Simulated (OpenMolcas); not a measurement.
**One shape, several levels: CH3F2Si (SMILES C[Si](F)F)**

Wanted: a comparison of 6 runs (UHF/6-311+G**, UB3LYP/6-31G*, UB3LYP/6-311+G**, UBLYP/6-311+G**, UPBE/6-311+G**, ROMP2/6-311+G**) of CH3F2Si. 

The results are computed with OpenMolcas 26.06.

**1. The system as given**

The species is CH3F2Si (7 atoms), meant as a doublet with charge 0. As SMILES, `C[Si](F)F`. Geometry: relaxed at PBE0-D4/def2-TZVP.

Bond lengths: C1–Si2 1.860 Å, Si2–F3 1.598 Å, Si2–F4 1.598 Å, C1–H5 1.091 Å, C1–H6 1.091 Å, C1–H7 1.094 Å. Angles: C1–Si2–F3 108.7°, C1–Si2–F4 108.7°, F3–Si2–F4 106.1°, Si2–C1–H5 110.5°, Si2–C1–H6 110.5°, Si2–C1–H7 108.7°, H5–C1–H6 109.0°, H5–C1–H7 109.0°, H6–C1–H7 109.0°.

**2. Energy and gradient at UHF/6-311+G(d,p) (run 1)**

Input file calc.inp:

```
>>> EXPORT MOLCAS_PRINT=2
&GATEWAY
BasLib = $CurrDir
Coord
7
angstrom
C       -0.274200       0.729000      -0.218000
Si       0.785100      -0.790400      -0.045500
F        1.077400      -1.037600       1.505800
F       -0.050900      -2.056800      -0.546000
H       -0.539200       0.893800      -1.263500
H        0.252700       1.607700       0.157300
H       -1.189800       0.586300       0.364200
Basis = 6-311pGss
Group = NoSym
&SEWARD
&SCF
UHF
Spin = 2
Thresholds = 1e-10 1e-07 1e-07 1e-05
PrOrbitals = 1
&ALASKA
```

The basis set 6-311+G** is read from a file made from the Basis Set Exchange's data (not shown).

Run with:

```bash
$ export MOLCAS_MEM=1860
$ pymolcas calc.inp > calc.log
```

The log of the run:

```text
--- Start Module: gateway ---
[...]
--- Stop Module: gateway /rc=_RC_ALL_IS_WELL_ ---
[...]
      Basis functions          114
[...]
--- Start Module: scf ---
[...]
       Convergence after  17 Iterations
[...]
::    Total SCF energy                               -527.5956845707
[...]
      Total spin, S                                     0.5016159195
[...]
      Dipole Moment (debye):
      Origin of the operator (angstrom)=    0.4530   -0.8524    0.1679
                   X=  6.9661E-02               Y=  2.3125E+00               Z= -1.1865E+00           Total=  2.6000E+00
      Quadrupole Moment (debye*angstrom):
[...]
--- Stop Module: scf /rc=_RC_ALL_IS_WELL_ ---
[...]
--- Start Module: alaska ---
[...]
 *              Molecular gradients               *
 **************************************************
  Irreducible representation: a
 ------------------------------------------------------------------------------------------
                              X                       Y                       Z
 ------------------------------------------------------------------------------------------
  C1                1.35992295684506E-03   -1.73387884089493E-03    3.94238947099002E-05
  SI2               1.06200067819984E-03    6.53056753929349E-04   -8.72729564942887E-04
  F3                3.24168550980275E-04    7.50671492642407E-04    1.88933607223163E-03
  F4               -1.41261006385562E-03   -8.17461115911300E-04   -1.28213781099795E-03
  H5               -4.82372048408397E-04   -5.51976384515207E-05   -4.27846284078370E-03
  H6                2.80153512539316E-03    2.92216700882886E-03    1.58213550740038E-03
  H7               -3.65264519903397E-03   -1.71935766010517E-03    2.92243474259735E-03
 ------------------------------------------------------------------------------------------
[...]
```

Wall time 21 s (1 thread of Intel Xeon Platinum 8375C at 2.90GHz (Ice Lake), shared host); peak memory 0.69 GiB.

**3. Energy and gradient at UB3LYP/6-31G(d) (Cartesian functions) (run 2)**

Input file calc.inp:

```
&GATEWAY
  BASLIB=$CurrDir
  COORD
  7
  bohr
  C     -0.51816290     1.37761034    -0.41196030
  Si     1.48362398    -1.49363953    -0.08598254
  F      2.03599093    -1.96077983     2.84554960
  F     -0.09618706    -3.88678869    -1.03179046
  H     -1.01894033     1.68903721    -2.38766896
  H      0.47753379     3.03811269     0.29725392
  H     -2.24839614     1.10794643     0.68823825
  BASIS=6-31Gs
  GROUP=NoSym

&SEWARD
  GRIDINPUT
  Grid=UltraFine
  End of Grid

&SCF
  UHF
  SPIN=2
  KSDFT=B3LYP
  THRESHOLDS=1e-10 1e-07 1e-07 1e-05
  PRORBITALS=1 2

&ALASKA
```

The basis set 6-31G* is read from a file made from the Basis Set Exchange's data (not shown).

Run with:

```bash
$ export MOLCAS_MEM=1860
$ pymolcas calc.inp > calc.log
```

The log of the run:

```text
--- Start Module: gateway ---
[...]
--- Stop Module: gateway /rc=_RC_ALL_IS_WELL_ ---
[...]
      Basis functions           70
[...]
--- Start Module: scf ---
[...]
       Convergence after  14 Iterations
[...]
::    Total KS-DFT energy                            -529.1654769652
[...]
      Total spin, S                                     0.5006250692
[...]
      Total electronic charge=   41.000000
      Total            charge=   -0.000000
[...]
      Dipole Moment (debye):
      Origin of the operator (angstrom)=    0.4530   -0.8524    0.1679
                   X= -2.4172E-01               Y=  1.8677E+00               Z= -7.9445E-01           Total=  2.0440E+00
      Quadrupole Moment (debye*angstrom):
[...]
 *              Molecular gradients               *
 **************************************************
  Irreducible representation: a
 ------------------------------------------------------------------------------------------
                              X                       Y                       Z
 ------------------------------------------------------------------------------------------
  C1                2.56892818357013E-03   -3.63330687935637E-03    3.22840882825970E-04
  SI2              -8.96261360616890E-03   -3.49608807397228E-03    6.70380728541176E-03
  F3               -2.74034629574160E-03    1.30683432583201E-03   -1.20742218008054E-02
  F4                6.43485041252667E-03    9.59655547886840E-03    4.59989080393086E-03
  H5                9.46796063782340E-04   -9.18579300347666E-04    1.74587493101130E-03
  H6               -3.20592812558695E-04   -2.04680579170402E-03   -5.67584483396777E-04
  H7                2.07297805450546E-03   -8.08609759373524E-04   -7.30607619032320E-04
 ------------------------------------------------------------------------------------------
[...]
```

Wall time 27 s (1 thread of Intel Xeon Platinum 8375C at 2.90GHz (Ice Lake), shared host); peak memory 0.42 GiB.

Runs 3 to 5 aren't shown in full; the table further down has their settings and results.

**4. The energy at ROMP2/6-311+G(d,p) (run 6)**

Input file run.inp:

```
&GATEWAY
BasLib
$CurrDir
Coord
7
angstrom
C       -0.274200       0.729000      -0.218000
Si       0.785100      -0.790400      -0.045500
F        1.077400      -1.037600       1.505800
F       -0.050900      -2.056800      -0.546000
H       -0.539200       0.893800      -1.263500
H        0.252700       1.607700       0.157300
H       -1.189800       0.586300       0.364200
Basis
6-311pGss
Group
NoSym
&SEWARD
&SCF
UHF
Spin
2
Thresholds
1e-10 1e-07 1e-07 1e-05
PrOrbitals
1
&RASSCF
FileOrb
$Project.UnaOrb
Spin
2
Nactel
1 0 0
Inactive
20
Ras2
1
OutOrbitals
Canonical
OrbListing
NoCore
&CASPT2
IPEA
0.0
Frozen
8
```

The basis set 6-311+G** is read from a file made from the Basis Set Exchange's data (not shown).

Run with:

```bash
$ export MOLCAS_MEM=1860
$ pymolcas run.inp > run.log
```

The log of the run:

```text
--- Start Module: gateway ---
[...]
--- Stop Module: gateway /rc=_RC_ALL_IS_WELL_ ---
[...]
      Basis functions          114
[...]
       Convergence after  17 Iterations
[...]
::    Total SCF energy                               -527.5956845707
[...]
      Total spin, S                                     0.5016159195
[...]
--- Start Module: rasscf ---
[...]
      Number of active orbitals                  1
[...]
      Spin quantum number                      0.5
[...]
      Active orbitals                            1
[...]
      Number of CSFs                             1
[...]
      Number of root(s) required                 1
[...]
      Convergence after  7 iterations
[...]
      printout of CI-coefficients larger than  0.05 for root  1
      energy=    -527.594521
      conf/sym  1     Coeff  Weight
             1  u   1.00000 1.00000
      Natural orbitals and occupation numbers for root  1
      sym 1:   1.000000
      ************************************************************************************************************************
      *                                                    Final results                                                     *
[...]
::    RASSCF root number  1 Total energy:   -527.59452059
[...]
      Total electronic charge=   41.000000
      Total            charge=   -0.000000
[...]
      Dipole Moment (debye):
      Origin of the operator (angstrom)=    0.4530   -0.8524    0.1679
                   X=  8.9674E-02               Y=  2.3048E+00               Z= -1.1937E+00           Total=  2.5971E+00
      Quadrupole Moment (debye*angstrom):
[...]
--- Stop Module: rasscf /rc=_RC_ALL_IS_WELL_ ---
[...]
--- Start Module: caspt2 ---
[...]
      E2 (Variational):          -0.6489723212
      Total energy:            -528.2434929096
[...]
      Reference weight:           0.85972
[...]
::    CASPT2 Root  1     Total energy:   -528.24349291
[...]
```

It took 29 s on 1 thread of Intel Xeon Platinum 8375C at 2.90GHz (Ice Lake), shared host; peak memory 0.69 GiB.

**5. Overview of the runs**

| run | level | Cartesian functions | integration grid | energy (Eh) | dipole moment (D) | HOMO energy (eV) | LUMO energy (eV) | wall time |
| --- | --- | --- | --- | --- | --- | --- | --- | --- |
| 1 | UHF/6-311+G** | no | – | -527.595685 | 2.60 | -10.03 | 0.59 | 21 s |
| 2 | UB3LYP/6-31G* (Cartesian functions) | yes | UltraFine | -529.165477 | 2.04 | -5.95 | -2.68 | 27 s |
| 3 | UB3LYP/6-311+G** | no | UltraFine | -529.276800 | 2.42 | -6.41 | -3.15 | 64 s |
| 4 | UBLYP/6-311+G** | no | UltraFine | -529.218419 | 2.32 | -5.24 | -3.70 | 54 s |
| 5 | UPBE/6-311+G** | no | UltraFine | -528.858563 | 2.32 | -5.41 | -3.59 | 53 s |
| 6 | ROMP2/6-311+G** | no | – | -528.243493 | – | – | – | 29 s |

**6. Outcome**

```
           quantity          value
run 6: total energy  -528.24349 Eh
```

In words: Over runs 1, 2, 3, 4, 5 the dipole moment (its size) runs from 2.04 D (UB3LYP/6-31G*) to 2.60 D (UHF/6-311+G**). The two ends differ in method and basis. Totals of different functionals can't be ranked against each other. All runs together took 4.1 min, the longest 64 s.
